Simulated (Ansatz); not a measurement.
# AlNi: the cost of one run

Computed with Ansatz 0.2.0 (DFT PBEsol, scalar-relativistic, unless a step's input says otherwise).

## Step 1: The structure to begin with

Symmetry: Pm-3m, No. 221, cubic system. Conventional cell: a = 2.881 Å, b = 2.881 Å, c = 2.881 Å, α = 90.00°, β = 90.00°, γ = 90.00°. Al (site symmetry m-3m) is surrounded by 8 Ni at 2.50 Å. Around Ni (site symmetry m-3m) lie 8 Al at 2.50 Å.

Structure file:

```
Al Ni
1.0
     2.88100    0.00000    0.00000
     0.00000    2.88100    0.00000
     0.00000    0.00000    2.88100
Al Ni
1 1
Direct
  0.00000 0.00000 0.00000
  0.50000 0.50000 0.50000
```

Atoms are numbered in the order of the input: Al1, Ni2.

## Step 2: The deformed structure

Space group Pm-3m before, P4/mmm after.

## Step 3: Full-potential LAPW

input.yaml reads:

```yaml
crystal:
  lattice:
    - [2.93862, 0.0, 0.0]
    - [0.0, 2.93862, 0.0]
    - [0.0, 0.0, 2.881]
  atoms:
    - { symbol: Al, position: [0.0, 0.0, 0.0] }
    - { symbol: Ni, position: [0.5, 0.5, 0.5], spin: 1.5 }
magnetization:
  spin_polarized: true
kpoints:
  mp_grid: { grid: [13, 13, 13] }
  band_path:
    path:
      - [0.0, 0.0, 0.0]
      - [0.0, 0.5, 0.0]
      - [0.5, 0.5, 0.0]
      - [0.0, 0.0, 0.0]
      - [0.0, 0.0, 0.5]
      - [0.0, 0.5, 0.5]
      - [0.5, 0.5, 0.5]
      - [0.0, 0.0, 0.5]
      - [0.0, 0.5, 0.0]
    npoints: 5
scf:
  occupations: { method: fermi_dirac, width: 0.05 }
hamiltonian:
  xc: pbesol
  pseudopotentials: { kind: all_electron, lapw: { basis_error: 0.0005 } }
output:
  forces: true
  stress: true
  eigenvalues: true
```

On the command line:

```bash
$ ansatz run input.yaml --threads 1 --pin off --max-ram 3072MiB --backend cpu --events-out ev --progress --plain --runs-dir out
```

What time and memory should one allow on 1 thread of Intel Xeon Platinum 8488C (Sapphire Rapids), shared host?

About 59 s, with a peak of 0.86 GiB.
